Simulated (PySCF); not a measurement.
**C6H13BN2: NMR shifts in solvents**

Aim: compute the NMR shifts of C6H13BN2 (`B1NCCN1C1CCC1`), and see what a dielectric continuum does where one was used.

The runs use PySCF 2.14.0, with density-fitted response routines of our own; the level of theory stands in each step. All values are computed, except where a source is named. Atoms count from 0, in the outputs and in this text.

## 1. The starting structure

22 atoms, charge 0, multiplicity 1; geometry from: GFN2-xTB. The atoms were then displaced at random by about 0.01 Å, so the start is not that level's minimum.

Bonds of the start (Å): B0–N1 1.38, N1–C2 1.45, C2–C3 1.49, C3–N4 1.47, N4–C5 1.42, C5–C6 1.54, C6–C7 1.53, C7–C8 1.54, N4–B0 1.42, C8–C5 1.55, B0–H9 1.18, N1–H10 1.01, C2–H11 1.11, C2–H12 1.11, C3–H13 1.10, C3–H14 1.11, C5–H15 1.09, C6–H16 1.10, C6–H17 1.08, C7–H18 1.09, C7–H19 1.11, C8–H20 1.06, C8–H21 1.10.

## 2. Optimising the geometry at PBE0-D3(BJ)/def2-SVP

Job settings and geometry (Å):

```
{"job": {"xc": "PBE0", "basis": "def2-SVP", "d3": "d3bj", "grid": 1, "shake": 0.01, "kind": "geom"}, "charge": 0, "multiplicity": 1}
B      1.051340     0.066360     1.442890
N      2.408130     0.254860     1.272790
C      2.820320     0.029800    -0.096550
C      1.566580    -0.288450    -0.836820
N      0.491690    -0.251890     0.171940
C     -0.832740    -0.502040    -0.287200
C     -1.533760     0.617790    -1.076850
C     -2.799840     0.348860    -0.269760
C     -1.985320    -0.473990     0.749220
H      0.461610     0.205190     2.459590
H      3.114150     0.474390     1.959870
H      3.557490    -0.802090    -0.141890
H      3.304900     0.931020    -0.514570
H      1.312190     0.444070    -1.618630
H      1.563200    -1.295610    -1.300360
H     -0.832100    -1.428680    -0.856540
H     -1.108600     1.603790    -0.855320
H     -1.624980     0.497930    -2.149570
H     -3.325360     1.207540     0.144030
H     -3.559600    -0.256800    -0.806370
H     -1.736960     0.088730     1.606940
H     -2.377450    -1.466390     1.016650
```

Started as:

```sh
> OMP_NUM_THREADS=1 python probes_run.py task.json out
```

One launch serves the whole session: the jobs run in the order shown.

Output:

```text
step   0  E = -370.16117582  max force = 0.040190
step   1  E = -370.16812513  max force = 0.007058
step   2  E = -370.16841995  max force = 0.002469
step   3  E = -370.16849815  max force = 0.002085
step   4  E = -370.16857962  max force = 0.003592
step   5  E = -370.16866686  max force = 0.002570
step   6  E = -370.16878621  max force = 0.001063
step   7  E = -370.16879357  max force = 0.000610
step   8  E = -370.16879925  max force = 0.000316
optimisation converged
```

It took 3.4 min on 1 thread of AMD EPYC 7R43, shared host; peak memory 0.78 GiB.

Step by step:

```tsv
step	energy from step 0 (eV)	largest force component (eV/Å)
0	0.0000	2.0667
1	-0.1891	0.3629
2	-0.1971	0.1270
3	-0.1993	0.1072
4	-0.2015	0.1847
5	-0.2038	0.1322
6	-0.2071	0.0547
7	-0.2073	0.0314
8	-0.2074	0.0162
```

Close pairs (by a distance rule), those that changed most:

```tsv
bond	before (Å)	after (Å)	change (Å)
C2–C3	1.490	1.547	+0.057
C8–H20	1.055	1.100	+0.044
B0–N1	1.380	1.412	+0.032
C3–N4	1.475	1.452	-0.022
C5–H15	1.088	1.110	+0.022
B0–H9	1.184	1.205	+0.021
C6–H17	1.083	1.101	+0.017
C5–C8	1.550	1.534	-0.016
```

The end geometry stands in the next job.

```tsv
at the end point	value
point group (found at 0.08 Å tolerance)	C1
rotational constants (GHz, main isotopes)	4.343, 0.975, 0.855
dipole moment (D)	1.26
```

## 3. Nuclear shieldings: PBE0/pcSseg-1 in cyclohexane

Job settings and geometry (Å):

```
{"job": {"kind": "nmr", "xc": "PBE0", "basis": "pcSseg-1", "solvent": "cyclohexane", "pop": true}, "charge": 0, "multiplicity": 1}
B      1.653309     0.578706     1.277925
N      3.045475     0.744506     1.106079
C      3.426586     0.641778    -0.286707
C      2.092345     0.392366    -1.029763
N      1.070063     0.372687     0.001553
C     -0.275224     0.130323    -0.395976
C     -1.056987     1.205167    -1.192746
C     -2.314413     0.777168    -0.413921
C     -1.389943     0.169930     0.657815
H      1.070985     0.605268     2.332325
H      3.748795     0.891659     1.812331
H      4.138270    -0.185528    -0.462982
H      3.916301     1.562017    -0.654102
H      1.890552     1.184939    -1.774376
H      2.108000    -0.563577    -1.588074
H     -0.336862    -0.826499    -0.954931
H     -0.720107     2.209382    -0.890511
H     -1.069524     1.143849    -2.291598
H     -3.017206     1.562043    -0.099615
H     -2.880082     0.000543    -0.951640
H     -1.151651     0.907705     1.437710
H     -1.676890    -0.774524     1.143883
```

With the program's defaults for keys left out, this is: GIAO PBE0/pcSseg-1 NMR shielding, non-relativistic, IEF-PCM cyclohexane.

Output:

```text
coarse grid: 17792 points
cycle   1  E = -370.2606182706  dE =  1.227e+00  |g| = 4.543e-01  |ddm| = 4.117e+00
cycle   2  E = -370.2502757870  dE =  1.034e-02  |g| = 5.245e-01  |ddm| = 8.965e-01
cycle   3  E = -370.3144873916  dE = -6.421e-02  |g| = 5.443e-02  |ddm| = 4.991e-01
cycle   4  E = -370.3149817905  dE = -4.944e-04  |g| = 2.462e-02  |ddm| = 5.207e-02
cycle   5  E = -370.3151110196  dE = -1.292e-04  |g| = 6.380e-03  |ddm| = 2.011e-02
cycle   6  E = -370.3151190885  dE = -8.069e-06  |g| = 1.653e-03  |ddm| = 5.764e-03
final grid: 170280 points
cycle   7  E = -370.3671616761  dE = -6.132e-05  |g| = 1.021e-02  |ddm| = 4.153e-02
cycle   8  E = -370.3671491734  dE =  1.250e-05  |g| = 1.260e-02  |ddm| = 2.030e-02
cycle   9  E = -370.3671885282  dE = -3.935e-05  |g| = 7.886e-04  |ddm| = 1.116e-02
cycle  10  E = -370.3671886356  dE = -1.074e-07  |g| = 3.854e-04  |ddm| = 8.235e-04
cycle  11  E = -370.3671886649  dE = -2.935e-08  |g| = 8.067e-05  |ddm| = 3.160e-04
cycle  12  E = -370.3671886660  dE = -1.112e-09  |g| = 3.930e-05  |ddm| = 8.842e-05
cycle  13  E = -370.3671886664  dE = -3.266e-10  |g| = 4.861e-06  |ddm| = 2.978e-05
converged SCF energy = -370.3671886664

GIAO shielding tensors (ppm)
atom      isotropic    diamagn.    paramagn.     s11        s22        s33       span
  0 B       77.586     197.917    -120.332     59.537     67.905    105.315     45.779
  1 N      183.057     326.071    -143.014    116.497    182.573    250.103    133.606
  2 C      137.329     246.683    -109.355    111.268    134.937    165.781     54.513
  3 C      134.445     243.496    -109.052    105.657    131.979    165.699     60.042
  4 N      150.028     323.775    -173.747     78.973    159.552    211.558    132.584
  5 C      131.246     241.877    -110.632    109.778    123.295    160.664     50.885
  6 C      150.647     252.168    -101.521    134.293    146.782    170.865     36.572
  7 C      168.180     252.799     -84.619    155.872    171.444    177.225     21.352
  8 C      154.376     248.589     -94.213    139.080    152.363    171.685     32.605
  9 H       27.201      32.126      -4.925     24.729     28.032     28.842      4.113
 10 H       28.942      30.797      -1.855     22.079     26.395     38.353     16.274
 11 H       27.709      27.677       0.032     23.050     26.026     34.051     11.000
 12 H       27.732      27.158       0.574     23.273     26.104     33.817     10.544
 13 H       27.991      29.850      -1.859     23.231     27.950     32.794      9.563
 14 H       28.292      30.013      -1.721     23.842     27.077     33.957     10.115
 15 H       28.067      32.155      -4.088     23.814     28.762     31.624      7.809
 16 H       29.884      31.779      -1.895     26.967     29.236     33.448      6.481
 17 H       29.205      30.842      -1.637     25.115     27.264     35.237     10.122
 18 H       29.664      29.194       0.470     25.531     26.411     37.050     11.519
 19 H       29.676      30.459      -0.783     26.424     26.967     35.636      9.212
 20 H       29.128      32.193      -3.064     25.682     29.080     32.623      6.941
 21 H       29.186      31.008      -1.822     25.337     26.399     35.820     10.483
```

Run time: 58 s. Hardware: 1 thread of AMD EPYC 7R43, shared host; peak memory 1.2 GiB.

The references, computed at this level on geometries of the same kind, shield at (ppm): 1H TMS 31.26, 13C TMS 184.8, 15N NH3 266.9, 11B BF3·OEt2 101.0. Their shielding less the atom's gives the shift. The references are single molecules in the same continuum, so shifts against H2O, NH3, PH3, H3PO4 or CFCl3 are not on the usual liquid scales and can be off by tens of ppm. Atoms listed in one row are averaged.

```tsv
atoms	environment	σ (ppm)	δ (ppm)
C5	sp3 CH bonded to N	131.2	53.6
C3	sp3 CH2 bonded to N	134.4	50.4
C2	sp3 CH2 bonded to N	137.3	47.5
C6, C8	sp3 CH2 in a ring	152.5	32.3
C7	sp3 CH2 in a ring	168.2	16.6
H9	hydrogen on a boron bonded to 2 N, in a 5-membered ring	27.20	4.06
H11, H12	hydrogen on an sp3 CH2 bonded to N	27.72	3.54
H15	hydrogen on an sp3 CH bonded to N	28.07	3.19
H13, H14	hydrogen on an sp3 CH2 bonded to N	28.14	3.12
H10	hydrogen on a nitrogen bonded to C, B, in a 5-membered ring	28.94	2.31
H17, H21	hydrogen on an sp3 CH2 in a ring	29.20	2.06
H16, H20	hydrogen on an sp3 CH2 in a ring	29.51	1.75
H18	hydrogen on an sp3 CH2 in a ring	29.66	1.59
H19	hydrogen on an sp3 CH2 in a ring	29.68	1.58
B0	boron bonded to 2 N, H, in a 5-membered ring	77.6	23.4
N4	nitrogen bonded to 2 C, B, in a 5-membered ring	150.0	116.9
N1	nitrogen bonded to C, B, H, in a 5-membered ring	183.1	83.8
```

The run also stored atomic charges by several schemes (e):

```tsv
atoms	Mulliken	IAO	Hirshfeld	ESP fit
B0	0.39	0.10	0.11	0.09
N1	-0.55	-0.43	-0.20	-0.51
C2	-0.03	-0.14	-0.02	0.13
C3	-0.02	-0.15	-0.02	0.00
N4	-0.66	-0.26	-0.13	-0.20
C5	-0.01	0.01	0.02	0.20
C6, C8	-0.18	-0.27	-0.08	-0.19
C7	-0.24	-0.26	-0.07	-0.13
```

Mayer bond orders: B0–N1 1.19, N1–C2 0.96, C2–C3 1.06, C3–N4 0.95, N4–C5 0.92, C5–C6 1.00, C6–C7 1.03, C7–C8 1.03, N4–B0 1.14, C8–C5 1.03.

Ring of atoms B0, N1, C2, C3, N4: NICS(0) -4.8, NICS(1) -1.6, NICS(1)zz -1.0 ppm (means of both faces).

Ring of atoms C5, C6, C7, C8: NICS(0) -3.6, NICS(1) -2.3, NICS(1)zz 2.2 ppm (means of both faces).

## 4. NMR shieldings: PBE0/pcSseg-1 in methanol

The job, as its differences from that of step 3:

```diff
@@ -1,2 +1,2 @@
-{"job": {"kind": "nmr", "xc": "PBE0", "basis": "pcSseg-1", "solvent": "cyclohexane", "pop": true}, "charge": 0, "multiplicity": 1}
+{"job": {"kind": "nmr", "xc": "PBE0", "basis": "pcSseg-1", "solvent": "methanol", "pop": false}, "charge": 0, "multiplicity": 1}
 B      1.653309     0.578706     1.277925
```

With the program's defaults for keys left out, this is: GIAO PBE0/pcSseg-1 NMR shielding, non-relativistic, IEF-PCM methanol.

Output:

```text
coarse grid: 17792 points
cycle   1  E = -370.2651048502  dE =  1.223e+00  |g| = 4.468e-01  |ddm| = 4.117e+00
cycle   2  E = -370.2576320338  dE =  7.473e-03  |g| = 5.064e-01  |ddm| = 8.356e-01
cycle   3  E = -370.3170455739  dE = -5.941e-02  |g| = 5.445e-02  |ddm| = 4.533e-01
cycle   4  E = -370.3175448419  dE = -4.993e-04  |g| = 2.436e-02  |ddm| = 5.021e-02
cycle   5  E = -370.3176702264  dE = -1.254e-04  |g| = 6.624e-03  |ddm| = 1.982e-02
cycle   6  E = -370.3176788526  dE = -8.626e-06  |g| = 1.945e-03  |ddm| = 5.873e-03
final grid: 170280 points
cycle   7  E = -370.3697109798  dE = -6.182e-05  |g| = 1.022e-02  |ddm| = 4.158e-02
cycle   8  E = -370.3696987259  dE =  1.225e-05  |g| = 1.262e-02  |ddm| = 2.028e-02
cycle   9  E = -370.3697377472  dE = -3.902e-05  |g| = 9.972e-04  |ddm| = 1.107e-02
cycle  10  E = -370.3697379297  dE = -1.826e-07  |g| = 4.021e-04  |ddm| = 9.218e-04
cycle  11  E = -370.3697379618  dE = -3.210e-08  |g| = 8.563e-05  |ddm| = 3.314e-04
cycle  12  E = -370.3697379632  dE = -1.338e-09  |g| = 3.821e-05  |ddm| = 8.590e-05
cycle  13  E = -370.3697379635  dE = -3.008e-10  |g| = 5.382e-06  |ddm| = 2.785e-05
converged SCF energy = -370.3697379635

GIAO shielding tensors (ppm)
atom      isotropic    diamagn.    paramagn.     s11        s22        s33       span
  0 B       77.878     198.007    -120.129     59.060     69.288    105.287     46.227
  1 N      182.573     326.394    -143.821    114.077    184.147    249.495    135.419
  2 C      137.481     246.924    -109.443    111.124    135.208    166.111     54.987
  3 C      134.630     243.556    -108.926    105.646    132.177    166.067     60.421
  4 N      149.038     323.876    -174.838     77.005    159.754    210.355    133.349
  5 C      131.635     241.986    -110.351    110.059    123.741    161.105     51.046
  6 C      150.678     252.236    -101.558    134.307    146.755    170.971     36.664
  7 C      168.635     252.902     -84.267    156.273    171.914    177.718     21.444
  8 C      154.664     248.957     -94.293    139.521    152.481    171.991     32.470
  9 H       27.268      32.341      -5.073     24.858     28.054     28.892      4.034
 10 H       28.622      30.574      -1.952     21.779     25.934     38.153     16.374
 11 H       27.641      27.617       0.024     22.971     25.944     34.008     11.037
 12 H       27.664      27.119       0.545     23.192     26.025     33.774     10.582
 13 H       27.931      29.762      -1.831     23.150     27.890     32.754      9.605
 14 H       28.208      29.897      -1.689     23.718     27.000     33.907     10.189
 15 H       27.991      32.106      -4.115     23.723     28.670     31.580      7.857
 16 H       29.905      31.816      -1.911     26.986     29.255     33.475      6.489
 17 H       29.136      30.777      -1.640     25.044     27.168     35.197     10.153
 18 H       29.654      29.174       0.480     25.509     26.385     37.069     11.560
 19 H       29.618      30.393      -0.776     26.341     26.888     35.623      9.283
 20 H       29.176      32.273      -3.096     25.745     29.130     32.654      6.909
 21 H       29.181      31.034      -1.853     25.328     26.391     35.825     10.497
```

Run time: 52 s. Hardware: 1 thread of AMD EPYC 7R43, shared host; peak memory 1.2 GiB.

In short: δ C5 53.8, C3 50.8, C2 48.0, C6 32.8, H9 3.97, H11 3.59 ppm (means over like atoms).

## 5. Run by run: NMR shifts

Shifts (ppm) of some atoms, chosen among heavy atoms and hydrogens apart, means over like atoms, with basis size and wall time:

```tsv
run	C3	C2	C6	H9	H10	N4	N1	functions	time
PBE0/pcSseg-1 in cyclohexane	50.4	47.5	32.3	4.06	2.31	116.9	83.8	218	58 s
PBE0/pcSseg-1 in methanol	50.8	48.0	32.8	3.97	2.62	119.5	85.9	218	52 s
```

The continuum's effect on the ground state:

```tsv
solvent	ε	polarisation energy (Eh)	μ (D)
cyclohexane	2.02	-0.0017	1.46
methanol	32.61	-0.0047	1.76
```

## 6. Outcome

```
                                                                            quantity                                                     value
                                                                         point group                                                        C1
                                                rotational constants (main isotopes)                                      4.34, 0.98, 0.86 GHz
13C shifts against TMS (PBE0/pcSseg-1, cyclohexane, means over atoms taken as alike)                          53.6, 50.4, 47.5, 32.3, 16.6 ppm
 1H shifts against TMS (PBE0/pcSseg-1, cyclohexane, means over atoms taken as alike)  4.06, 3.54, 3.19, 3.12, 2.31, 2.06, 1.75, 1.59, 1.58 ppm
                            11B shifts against BF3·OEt2 (PBE0/pcSseg-1, cyclohexane)                                                  23.4 ppm
                                 15N shifts against NH3 (PBE0/pcSseg-1, cyclohexane)                                           116.9, 83.8 ppm
                                                            range of the shift of N4                                        116.9 to 119.5 ppm
```

Over 8 steps the energy fell by 0.207 eV; of the close pairs, C2–C3 changed most, 1.490 to 1.547 Å. No frequency check was run at this level, so the end point may be a saddle. The most deshielded carbon is C5 (sp3 CH bonded to N), at 53.6 ppm: deshielded by the electronegative neighbour. Across the 2 runs the shift of N4 moves most, between 116.9 (PBE0/pcSseg-1 in cyclohexane) and 119.5 ppm (PBE0/pcSseg-1 in methanol). Part of that comes from the computed reference. The continuum holds electrostatics alone: no hydrogen bonds to the solvent, and the gas-phase geometry is kept.
